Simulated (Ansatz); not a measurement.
# C2H4OSi: the cost of one run

Method: RKS PBE/def2-SVP, in Ansatz 0.2.0.

## (1) The system as given

Bond lengths: O1–Si2 1.585 Å, Si2–C3 1.744 Å, Si2–C4 1.720 Å, C3–C4 1.237 Å, O1–H5 0.997 Å, Si2–H6 1.489 Å, C3–H7 1.090 Å, C4–H8 1.088 Å. Angles: O1–Si2–C3 117.1°, O1–Si2–C4 115.0°, O1–Si2–H6 117.7°, C3–Si2–C4 41.8°, C3–Si2–H6 125.2°, C4–Si2–H6 111.0°, Si2–O1–H5 119.1°, Si2–C3–C4 68.1°, Si2–C3–H7 148.7°, C4–C3–H7 142.3°, Si2–C4–C3 70.1°, Si2–C4–H8 148.7°, C3–C4–H8 140.9°.

As a file:

```xyz
8

O    -0.4295    1.5031   -1.0156
Si    0.4068    0.7110    0.0736
C     0.5535   -1.0140   -0.1371
C    -0.3416   -0.7207    0.6652
H    -1.1032    1.0112   -1.5610
H     1.0132    1.4941    1.1854
H     1.1225   -1.8602   -0.5232
H    -1.1295   -1.1817    1.2570
```

## (2) Relaxing the start

Contents of input.yaml:

```yaml
crystal:
  periodic: [false, false, false]
  atoms:
    - { symbol: O, position_ang: [-0.4295, 1.5031, -1.0156] }
    - { symbol: Si, position_ang: [0.4068, 0.711, 0.0736] }
    - { symbol: C, position_ang: [0.5535, -1.014, -0.1371] }
    - { symbol: C, position_ang: [-0.3416, -0.7207, 0.6652] }
    - { symbol: H, position_ang: [-1.1032, 1.0112, -1.561] }
    - { symbol: H, position_ang: [1.0132, 1.4941, 1.1854] }
    - { symbol: H, position_ang: [1.1225, -1.8602, -0.5232] }
    - { symbol: H, position_ang: [-1.1295, -1.1817, 1.257] }
basis:
  gaussian: { orbitals: def2-SVP }
hamiltonian:
  xc: pbe
relax:
  f_tol: 0.02
  max_steps: 40
output:
  orbitals: {}
```

Started as:

```sh
$ ansatz run input.yaml --threads 1 --pin off --max-ram 2048MiB --backend cpu --events-out ev --progress --plain --runs-dir out
```

Q: Estimate wall time and peak memory on 1 thread of Arm Neoverse V1, shared host.

About 19 s, with a peak of 0.14 GiB.
